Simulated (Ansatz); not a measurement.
# Al2H4Se: the cost of one run

Program: Ansatz 0.2.0, driven from Python. Level of theory: SC-NEVPT2/def2-SVP. These are calculated values, not measurements.

## Step 1: Starting point

Bond lengths: Al1–Al2 2.434 Å, Al2–Se3 2.383 Å, Al1–H4 1.557 Å, Al1–H5 1.651 Å, Al2–H6 1.612 Å, Se3–H7 1.528 Å. Angles: Al1–Al2–Se3 118.3°, Al1–Al2–H6 120.9°, Se3–Al2–H6 120.9°, Al2–Al1–H4 121.1°, Al2–Al1–H5 120.2°, H4–Al1–H5 118.7°, Al2–Se3–H7 91.7°.

No structure file is read: the coordinates are typed or built in the script.

## Step 2: Script

al2h4se.py

```python
import warnings

import ansatz as az
from ase import Atoms

warnings.simplefilter('ignore', az.DeckWarning)

atoms = Atoms(['Al', 'Al', 'Se', 'H', 'H', 'H', 'H'], positions=[
    (-1.4275, 0.4396, -0.7197),
    (0.7576, 0.4306, 0.3524),
    (2.1842, -1.4437, -0.008),
    (-1.8644, -0.719, -1.6636),
    (-2.4464, 1.7228, -0.5166),
    (1.2258, 1.659, 1.2853),
    (1.632, -2.1572, 1.2247),
])
geometry = az.Crystal.molecule_from_ase(atoms)

job = geometry.calculation().basis(gaussian='def2-SVP').correlation(active_electrons=6, active_orbitals=6)
for method in ['sc_nevpt2']:
    data = (job if method is None else job.correlation(method)).run(threads=1, pin='off').report
    space = data['configurations']
    state = space['states'][0]
    print(method or 'casscf', f'total {data["free_energy_ev"] / 27.211386246:.6f} Ha, active-space state {state["energy"]["hartree"]:.6f} Ha, mean field {data["reference_energy_ev"] / 27.211386246:.6f} Ha')
    print('  determinants', state['n_determinants'], ' natural occupations', [round(n, 3) for n in space['natural_occupations']])
print('effectively unpaired electrons, sum of min(n, 2 - n):', round(sum(min(n, 2 - n) for n in space['natural_occupations']), 3))
```

## Step 3: The input behind the calls

The engine receives this input:

```yaml
crystal:
  periodic: [false, false, false]
  atoms:
    - { symbol: Al, position_ang: [-1.4275, 0.4396, -0.7197] }
    - { symbol: Al, position_ang: [0.7576, 0.4306, 0.3524] }
    - { symbol: Se, position_ang: [2.1842, -1.4437, -0.008] }
    - { symbol: H, position_ang: [-1.8644, -0.719, -1.6636] }
    - { symbol: H, position_ang: [-2.4464, 1.7228, -0.5166] }
    - { symbol: H, position_ang: [1.2258, 1.659, 1.2853] }
    - { symbol: H, position_ang: [1.632, -2.1572, 1.2247] }
basis:
  gaussian:
    orbitals: def2-SVP
correlation:
  method: sc_nevpt2
  active_space:
    window:
      electrons: 6
      orbitals: 6
```

## Step 4: Running it

Started as:

```sh
> python al2h4se.py
```

Q: Estimate wall time and peak memory on 1 thread of Arm Neoverse V1, shared host.

About 8.4 s, with a peak of 0.27 GiB.
